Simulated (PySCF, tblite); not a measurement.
**C₅H₈FO radical: geometry, infrared bands and EPR parameters**

Wanted: the infrared bands and EPR parameters of C₅H₈FO radical (`C[CH]C1(F)COC1`), by calculation.

The runs use tblite 0.8.0 and PySCF 2.14.0, with density-fitted response routines of our own; the level of theory stands in each step. All values are computed, except where a source is named. Atoms are numbered from 0 throughout.

## 1. The molecule as given

15 atoms, charge 0, multiplicity 2; geometry from: force field or distance geometry start.

Bonds of the start (Å): C0–C1 1.54, C1–C2 1.48, C2–F3 1.38, C2–C4 1.53, C4–O5 1.42, O5–C6 1.42, C6–C2 1.52, C0–H7 1.11, C0–H8 1.11, C0–H9 1.11, C1–H10 1.14, C4–H11 1.09, C4–H12 1.10, C6–H13 1.12, C6–H14 1.09.

## 2. Relaxing the molecule with GFN2-xTB

What the job is given:

```
{"job": {"kind": "relax", "xc": "GFN2-xTB", "basis": "xTB"}, "charge": 0, "multiplicity": 2}
C      2.076100    -0.423400     0.187500
C      0.646800    -0.965200     0.331500
C     -0.243300    -0.092200    -0.472700
F      0.203300     0.324600    -1.708000
C     -1.727000    -0.445200    -0.470400
O     -1.951300     0.943400    -0.651500
C     -0.882600     1.072800     0.271900
H      2.838600    -1.222900     0.126200
H      2.148300     0.220000    -0.709500
H      2.312900     0.246100     1.044400
H      0.383500    -0.757300     1.416800
H     -2.137700    -0.735800     0.498200
H     -2.102100    -0.948000    -1.369000
H     -1.291900     0.814300     1.281900
H     -0.278000     1.976700     0.200900
```

Launch:

```console
OMP_NUM_THREADS=1 python probes_run.py task.json out
```

The driver reads the jobs from task.json and runs them one after another.

**Question.** This job is followed by: GFN2-xTB harmonic vibrations, gas phase; UKS B3LYP, pcH-1 on C F H O, non-relativistic, mean-field spin-orbit, GIAO. What will the session give for the following? strongest single infrared mode (GFN2-xTB); zero-point energy (GFN2-xTB); g(iso) (B3LYP); ⟨S²⟩; largest a(iso) (averaged by class); surface potential, 1st and 99th percentile.

As calculated:

| quantity | value |
| --- | --- |
| strongest single infrared mode (GFN2-xTB) | 1104 cm⁻¹, 79 km/mol |
| zero-point energy (GFN2-xTB) | 73.5 kcal/mol |
| g(iso) (B3LYP) | 2.00250 |
| ⟨S²⟩ | 0.754 (exact 0.75) |
| largest a(iso) (averaged by class) | 13C on C1, 86.5 MHz |
| surface potential, 1st and 99th percentile | -1.55 V and 0.90 V |

What this shows: Over 93 steps the energy fell by 1.865 eV; of the close pairs, C0–C1 changed most, 1.535 to 1.475 Å. No mode is imaginary among the 39: a minimum at this level. The strongest single mode, at 1104 cm⁻¹, is carried by C2, O5, C6, C4. GFN2-xTB is a fitted tight-binding method: band positions and strengths are rough. Its intensities can rank the bands wrongly. Most of the unpaired spin sits on C1 (1.00 e). The isotropic g lies 0.2 ppt above the free-electron value.
